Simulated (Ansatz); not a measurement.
# Si: the cost of one run

All numbers below are computed with Ansatz 0.2.0 (DFT PBE+D3(BJ), plane waves, PAW, scalar-relativistic, collinear spin).

## (1) The starting structure

The cell holds 63 atoms (Si63): a = 10.860 Å, b = 10.860 Å, c = 10.860 Å, α = 90.00°, β = 90.00°, γ = 90.00°.

Its coordinates follow in the input file.

## (2) Relaxing end A

input.yaml

```yaml
crystal:
  lattice:
    - [10.86, 0.0, 0.0]
    - [0.0, 10.86, 0.0]
    - [0.0, 0.0, 10.86]
  atoms:
    - { symbol: Si, position: [0.5006034, 0.0007572, -0.0016421] }
    - { symbol: Si, position: [0.6261275, 0.1237366, 0.1262447] }
    - { symbol: Si, position: [0.7482641, 0.24754, -0.0018075] }
    - { symbol: Si, position: [0.8744004, 0.3719719, 0.1264989] }
    - { symbol: Si, position: [0.7502656, -0.0014365, 0.2432956] }
    - { symbol: Si, position: [0.8776023, 0.1308494, 0.3744801] }
    - { symbol: Si, position: [0.002033, 0.0027844, 0.0011205] }
    - { symbol: Si, position: [0.1275498, 0.1269898, 0.1267124] }
    - { symbol: Si, position: [0.2532435, 0.2506378, -0.0018982] }
    - { symbol: Si, position: [0.376849, 0.3728333, 0.1203969], spin: 1.0 }
    - { symbol: Si, position: [0.5018138, 0.504796, 9.14e-05] }
    - { symbol: Si, position: [0.6236921, 0.6244859, 0.1220834] }
    - { symbol: Si, position: [0.7487092, 0.7463434, 0.0002508] }
    - { symbol: Si, position: [0.8747598, 0.8737474, 0.1215001] }
    - { symbol: Si, position: [0.2542149, -7.6e-06, 0.2498412] }
    - { symbol: Si, position: [0.3738502, 0.1218814, 0.3746981] }
    - { symbol: Si, position: [0.5014609, 0.2457859, 0.2508003] }
    - { symbol: Si, position: [0.6267606, 0.3728288, 0.3748225] }
    - { symbol: Si, position: [0.7459134, 0.4971678, 0.2489861] }
    - { symbol: Si, position: [0.8786708, 0.6201682, 0.3769961] }
    - { symbol: Si, position: [0.4999595, -0.001612, 0.4995847] }
    - { symbol: Si, position: [0.6238994, 0.1253262, 0.6274396] }
    - { symbol: Si, position: [0.7510588, 0.2512822, 0.4987629] }
    - { symbol: Si, position: [0.8762127, 0.3738072, 0.6217456] }
    - { symbol: Si, position: [0.7515802, -0.0018931, 0.7509957] }
    - { symbol: Si, position: [0.872772, 0.1239737, 0.8724284] }
    - { symbol: Si, position: [0.0026392, 0.5000508, -0.0019949] }
    - { symbol: Si, position: [0.1227413, 0.6249167, 0.1246022] }
    - { symbol: Si, position: [0.2519703, 0.7483013, 0.0030801] }
    - { symbol: Si, position: [0.379289, 0.871434, 0.1243287] }
    - { symbol: Si, position: [-0.002494, 0.2507229, 0.2475188] }
    - { symbol: Si, position: [0.1230927, 0.375758, 0.3737812] }
    - { symbol: Si, position: [0.3744325, 0.6260764, 0.3787869] }
    - { symbol: Si, position: [0.5000251, 0.7494875, 0.2455455] }
    - { symbol: Si, position: [0.6304921, 0.8733273, 0.3778145] }
    - { symbol: Si, position: [0.0011556, 0.0044677, 0.4997718] }
    - { symbol: Si, position: [0.1294435, 0.1254976, 0.627234] }
    - { symbol: Si, position: [0.2526167, 0.2524007, 0.4975827] }
    - { symbol: Si, position: [0.3758175, 0.3779639, 0.6214604] }
    - { symbol: Si, position: [0.491826, 0.4987034, 0.5013324] }
    - { symbol: Si, position: [0.626526, 0.6292957, 0.6226195] }
    - { symbol: Si, position: [0.7497109, 0.7539251, 0.4987321] }
    - { symbol: Si, position: [0.8741886, 0.872483, 0.6259834] }
    - { symbol: Si, position: [0.2514057, -0.0058607, 0.7515275] }
    - { symbol: Si, position: [0.3782892, 0.1279065, 0.8777787] }
    - { symbol: Si, position: [0.5048882, 0.2446338, 0.7509008] }
    - { symbol: Si, position: [0.6278438, 0.3791215, 0.8743536] }
    - { symbol: Si, position: [0.7498572, 0.498637, 0.7537532] }
    - { symbol: Si, position: [0.8773789, 0.6271365, 0.8716575] }
    - { symbol: Si, position: [-0.0005964, 0.7517131, 0.2489031] }
    - { symbol: Si, position: [0.1218971, 0.8762335, 0.3750482] }
    - { symbol: Si, position: [0.003427, 0.4994376, 0.4973825] }
    - { symbol: Si, position: [0.1269619, 0.6179345, 0.6226007] }
    - { symbol: Si, position: [0.2510407, 0.7486442, 0.504585] }
    - { symbol: Si, position: [0.3785274, 0.8720075, 0.6208193] }
    - { symbol: Si, position: [-0.006898, 0.2510831, 0.7492645] }
    - { symbol: Si, position: [0.1257798, 0.3758718, 0.8746293] }
    - { symbol: Si, position: [0.2512011, 0.4941916, 0.7504827] }
    - { symbol: Si, position: [0.3779566, 0.624175, 0.876029] }
    - { symbol: Si, position: [0.495274, 0.7519798, 0.7478944] }
    - { symbol: Si, position: [0.6233463, 0.8770638, 0.8798253] }
    - { symbol: Si, position: [-0.005477, 0.7515394, 0.7492182] }
    - { symbol: Si, position: [0.1228242, 0.8713004, 0.8771438] }
magnetization:
  spin_polarized: true
total_charge: 1
basis:
  ecutwfc: 420.0
kpoints:
  mp_grid: { grid: [1, 1, 1] }
hamiltonian:
  xc: pbe
  dispersion: d3bj
  pseudopotentials: { kind: paw, azcp: { folder: soft_1 } }
scf:
  occupations: { method: gaussian, width: 0.05 }
  lower_state_search: "off"
relax:
  f_tol: 0.03
  max_steps: 60
  adjacent_minimum: "off"
output:
  write_density: true
  write_potential: true
  elf: true
  volumetric_format: npy
```

Launch:

```bash
ansatz run input.yaml --threads 4 --pin off --max-ram 10240MiB --backend cpu --events-out ev --progress --plain --runs-dir out
```

**Question.** How long does this run take on 4 threads of Arm Neoverse V1, shared host, and how much memory does it need?

About 3.6 min, with a peak of 1.6 GiB.
